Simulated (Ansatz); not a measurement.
Relaxation of a periodic cell of 31 atoms, Al30Ga (host Al, host structure fcc, dopant Ga, one Al atom removed), to a largest force component of 0.03 eV/Å in at most 60 steps.

Theory: DFT PBE-D3(BJ), scalar-relativistic, plane waves, PAW (Ansatz 0.2.0). Settings: PAW set soft_1, cutoff 420 eV, k mesh 3x3x3, gaussian smearing 0.05 eV, no spin polarisation.

```xyz
31
Lattice="8.1000 0.0000 0.0000 0.0000 8.1000 0.0000 0.0000 0.0000 8.1000" Properties=species:S:1:pos:R:3
Al 4.039 0.012 0.003
Al 6.089 1.988 0.027
Al 6.097 -0.014 1.989
Al 0.019 0.012 -0.014
Al 2.028 2.032 0.037
Al 4.035 4.080 0.029
Al 6.067 6.053 -0.015
Al 2.030 0.004 2.038
Ga 4.013 2.026 1.985
Al 6.088 4.060 1.997
Al 4.031 -0.018 4.036
Al 6.032 2.054 4.020
Al 6.114 -0.037 6.152
Al -0.014 4.089 -0.060
Al 2.069 6.073 0.003
Al 0.007 2.035 2.014
Al 2.004 4.078 2.029
Al 4.027 6.055 1.999
Al -0.009 -0.038 4.065
Al 1.981 2.041 4.107
Al 6.107 6.109 3.998
Al 2.001 -0.021 6.072
Al 4.081 2.007 6.060
Al 6.047 4.009 6.046
Al -0.005 6.058 2.001
Al 0.035 4.083 4.033
Al 1.988 6.143 4.070
Al 0.027 2.085 6.041
Al 2.015 4.060 6.083
Al 4.006 6.122 6.118
Al -0.015 6.091 6.129
```

Where does it end, and by what steps?

The run converged. Limits of this set-up: coarse k mesh, a small cell, in which the defect meets its images, a typed lattice constant that wasn't relaxed here. After 2 steps the energy has fallen by 0.225 eV; Ga9 moved furthest, 0.12 Å.

| step | energy less start (eV) | largest force component (eV/Å) | accepted |
| --- | --- | --- | --- |
| 0 | 0.0000 | 0.383 | yes |
| 1 | -0.2124 | 0.088 | yes |
| 2 | -0.2247 | 0.015 | yes |

```xyz
31
Lattice="8.1000 0.0000 0.0000 0.0000 8.1000 0.0000 0.0000 0.0000 8.1000" Properties=species:S:1:pos:R:3
Al 4.047 0.003 -0.005
Al 6.078 2.020 -0.004
Al 6.078 0.004 2.012
Al -0.003 0.003 -0.005
Al 2.015 2.021 -0.003
Al 4.047 4.063 -0.010
Al 6.083 6.088 -0.012
Al 2.015 0.004 2.015
Ga 4.043 2.094 2.085
Al 6.071 4.066 2.030
Al 4.047 -0.002 4.055
Al 6.070 2.038 4.058
Al 6.084 -0.003 6.080
Al -0.004 4.057 -0.014
Al 2.011 6.089 -0.010
Al -0.004 2.020 2.012
Al 2.020 4.067 2.032
Al 4.046 6.072 2.034
Al -0.005 -0.006 4.050
Al 2.021 2.039 4.060
Al 6.058 6.059 4.048
Al 2.010 -0.003 6.081
Al 4.046 2.043 6.064
Al 6.057 4.055 6.051
Al -0.004 6.097 2.010
Al -0.004 4.059 4.051
Al 2.036 6.060 4.048
Al -0.004 2.019 6.090
Al 2.036 4.055 6.052
Al 4.047 6.065 6.057
Al -0.003 6.085 6.079
```

Whether the end is a true minimum wasn't checked by a vibrational analysis.

The run took 40 s on 4 threads of Arm Neoverse V1 (shared host), peak memory 1.4 GiB.
